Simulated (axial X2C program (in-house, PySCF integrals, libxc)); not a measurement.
**LuN⁻: properties at the nuclei**

Wanted for LuN⁻: properties at the nuclei, at the two-component level.

Computed with an in-house X2C program for linear molecules on PySCF integrals. Level: two-component X2C with atomic mean-field terms, Lu dyall-cv3z, N dyall-av3z.

All values are calculated.

**1. Input**

Input file task.json:

```json
{"zs": [71, 7], "q": -1, "bas": ["dyall-cv3z", "dyall-av3z"], "r0": 1.91, "levels": ["PBE0", "HF", "B3LYP", "LDA", "PBE50"], "nst": 3}
```

Keys: zs atomic numbers; q charge; bas basis sets; r0 starting distance in Å; levels methods (HF also brings MP2); nst determinants followed.

The run is started by

```sh
$ python soeom.py task.json out
```

Further steps of the session: Expectation values, lowest determinant; Expectation values, a higher determinant; Expectation values, a higher determinant.

Before running it: what results should come out? Wanted: lowest determinant; Eeff magnitude; Ws magnitude Lu; A∥/gI Lu; qzz Lu; higher determinant (for each run or level that gives them).

The runs gave:

```
                                        quantity                                    value
                              lowest determinant  Ω = 1/2 (excess of +ω over −ω: ω = 1/2)
                    Eeff magnitude (GV/cm), PBE0                                     11.5
                     Ws magnitude Lu (kHz), PBE0                                     23.6
                            A∥/gI Lu (MHz), PBE0                                      916
                             qzz Lu (a.u.), PBE0                                    -5.22
                              higher determinant  Ω = 3/2 (excess of +ω over −ω: ω = 3/2)
Eeff magnitude (GV/cm), PBE0, higher determinant                                     1.15
 Ws magnitude Lu (kHz), PBE0, higher determinant                                    0.934
        A∥/gI Lu (MHz), PBE0, higher determinant                                      120
         qzz Lu (a.u.), PBE0, higher determinant                                    -7.18
                              higher determinant  Ω = 3/2 (excess of +ω over −ω: ω = 3/2)
Eeff magnitude (GV/cm), PBE0, higher determinant                                     35.8
 Ws magnitude Lu (kHz), PBE0, higher determinant                                     22.5
        A∥/gI Lu (MHz), PBE0, higher determinant                                     2050
         qzz Lu (a.u.), PBE0, higher determinant                                    -3.56
```

In words: In the first state, the effective field runs from 3.46 to 49.4 GV/cm over the mean-field levels, so the levels don't agree on it. The expectation values come from single determinants, which for open shells can mix terms of unlike spin or miss the lowest Ω, so a determinant need not be a state. Eeff is the effective electric field on the electron dipole moment in this Ω state and Ws the scalar–pseudoscalar constant (defined with the proton number Z and per Ω); A∥ is the parallel hyperfine constant, which follows by multiplying with the nuclear g factor gI = μI/(I μN); qzz is the electric field gradient, eQq0 = 234.96 MHz × Q/barn × qzz. The operators were transformed with the bare-nucleus X2C matrices.
